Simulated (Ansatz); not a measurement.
# GeNH3 (singlet): wave-function methods side by side, cc-pVDZ

How much of the correlation energy of GeNH3 (singlet) does each wave-function method recover here?

The runs use Ansatz 0.2.0, Gaussian basis; cc-pVDZ, core rule «outside noble gas», up to 15 orbitals frozen.

To be run: UHF; CCSD(T) on RHF; BCCD(T) on RHF; CISD; CCSDT(Q) on RHF; CCSDTQ on RHF; CASSCF and MRCISD+Q, 12 electrons in 11 orbitals; CASSCF and NEVPT4(SD), 12 electrons in 11 orbitals; CASSCF and NEVPT2, 12 electrons in 11 orbitals.

3 further runs of the same task are left out: 3 set aside as unsound or not needed.

**1. The system**

The geometry is a PBE0/def2-TZVP stationary point (not a proven minimum). No spin-orbit coupling is included. The filled d shell of Ge may be among the frozen orbitals whatever the setting's name suggests; the logs give the count.

5 atoms, charge 0, spin multiplicity 1.

Atoms are counted from 1 here; the program's logs count them from 0.

Bond lengths: Ge1–N2 1.816 Å, Ge1–H3 1.602 Å, N2–H4 1.007 Å, N2–H5 1.008 Å. Angles: N2–Ge1–H3 92.7°, Ge1–N2–H4 125.7°, Ge1–N2–H5 121.9°, H4–N2–H5 112.5°.

**2. UHF**

in.yaml

```yaml
crystal:
  periodic: [false, false, false]
  atoms:
    - {symbol: Ge, position_ang: [0.000000, -0.029201, 0.335370]}
    - {symbol: N, position_ang: [0.000000, 0.033731, -1.479233]}
    - {symbol: H, position_ang: [0.000000, 1.567055, 0.464899]}
    - {symbol: H, position_ang: [0.000000, 0.871757, -2.038009]}
    - {symbol: H, position_ang: [0.000000, -0.803094, -2.040289]}
basis:
  gaussian: {orbitals: cc-pVDZ}
magnetization: {spin_polarized: true, initial_magnetization: 0}
hamiltonian: {xc: hf}
output: {orbitals: {seedname: orbitals}}
```

The run is started by

```
> ansatz run in.yaml --threads 1 --pin off --events-out ev --progress --plain --max-ram 2560MiB --backend cpu
```

After this run come: CCSD(T) on RHF; BCCD(T) on RHF; CISD; CCSDT(Q) on RHF; CCSDTQ on RHF; CASSCF and MRCISD+Q, 12 electrons in 11 orbitals; CASSCF and NEVPT4(SD), 12 electrons in 11 orbitals; CASSCF and NEVPT2, 12 electrons in 11 orbitals.

**Question.** What will the summary of the whole plan be? Wanted: RCCSDTQ below the RHF energy; RMP2 from RCCSDTQ; RCCSD from RCCSDTQ; RCCSD(T) from RCCSDTQ; RCCSDT(Q) from RCCSDTQ; NEVPT2 valence from RCCSDTQ; NEVPT4(SD) valence from RCCSDTQ; MRCISD+Q valence from RCCSDTQ; T1 diagnostic.

**Answer**, as computed:

| quantity | value |
| --- | --- |
| RCCSDTQ below the RHF energy | -8.0487 eV |
| RMP2 from RCCSDTQ | +1009.9 meV |
| RCCSD from RCCSDTQ | +263.3 meV |
| RCCSD(T) from RCCSDTQ | +39.1 meV |
| RCCSDT(Q) from RCCSDTQ | -2.6 meV |
| NEVPT2 valence from RCCSDTQ | +1249.4 meV |
| NEVPT4(SD) valence from RCCSDTQ | +226.7 meV |
| MRCISD+Q valence from RCCSDTQ | +65.8 meV |
| levels within 1 kcal/mol (43 meV) | RCCSD(T), BCCD(T), RCCSDT, RCCSDT(Q) |
| T1 diagnostic | 0.020 |
| effectively unpaired electrons | 0.03 |

RCCSD(T) lands +39.1 meV from the yardstick (0.5 % of the correlation energy). One determinant dominates. Of the multireference levels listed MRCISD+Q valence comes nearest in total energy (+65.8 meV), which doesn't show that its space is the better one. These misses are within one basis, not against nature.
